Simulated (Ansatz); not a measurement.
**Hf: a sweep of the smearing**

An exercise on one series of results from a longer session: the logs are not shown, and one member is left open.

Method: DFT, PBE, all-electron LAPW, scalar-relativistic, in Ansatz 0.2.0.

5 further runs of the same task are left out: 4 that didn't finish, 1 set aside as unsound or not needed.

## The system as given

The structure is hexagonal, space group P6_3/mmc (No. 194). Conventional cell: a = 3.205 Å, b = 3.205 Å, c = 5.064 Å, α = 90.00°, β = 90.00°, γ = 120.00°. Around Hf (site symmetry -6m2) lie 12 Hf at 3.14 to 3.21 Å.

As a file:

```
CELL_PARAMETERS angstrom
3.20528 0.00000 0.00000
-1.60264 2.77585 0.00000
0.00000 0.00000 5.06446
ATOMIC_POSITIONS crystal
Hf 0.33333 0.66667 0.25000
Hf 0.66667 0.33333 0.75000
```

The structure (hcp type) was typed from a prototype and relaxed by PAW; whether it is the ground state wasn't tested.

Atoms are numbered in the order of the input: Hf1, Hf2.

The first run:

input.yaml

```yaml
crystal:
  lattice:
    - [3.2052794892, 0.0, 0.0]
    - [-1.6026397446, 2.7758534639, 0.0]
    - [0.0, 0.0, 5.0644648307]
  atoms:
    - { symbol: Hf, position: [0.3333333333, 0.6666666667, 0.25] }
    - { symbol: Hf, position: [0.6666666667, 0.3333333333, 0.75] }
kpoints:
  mp_grid: { grid: [14, 14, 8] }
scf:
  occupations: { method: gaussian, width: 0.2 }
hamiltonian:
  xc: pbe
  pseudopotentials: { kind: all_electron, lapw: { basis_error: 0.00025 } }
output:
  forces: true
  stress: true
  eigenvalues: true
```

Run with:

```
> ansatz run input.yaml --threads 1 --pin off --max-ram 2048MiB --backend cpu --events-out ev --progress --plain --runs-dir out
```

Among the steps run: With Gaussian smearing of 0.2 eV; With cold smearing of 0.15 eV; With Methfessel–Paxton smearing of 0.2 eV; With Fermi–Dirac smearing of 0.15 eV; With tetrahedron filling.

One of the session's tables, all rows but one given; the rest of the session is left out.

| smearing | energy from the first row (meV/atom) |
| --- | --- |
| Gaussian smearing of 0.2 eV | 0.00 |
| cold smearing of 0.15 eV | -0.90 |
| Methfessel–Paxton smearing of 0.2 eV | -0.69 |
| Fermi–Dirac smearing of 0.15 eV | ? |
| tetrahedron filling | 0.06 |

**Question.** Estimate the row for Fermi–Dirac smearing of 0.15 eV.

As computed: energy from the first row (meV/atom): 3.13. In the column «energy from the first row (meV/atom)» it is the highest.

Energies are those extrapolated to zero smearing.

To keep in mind: Warnings in the runs' records: tetrahedron derivatives may miss energy slope, band table not solved further.
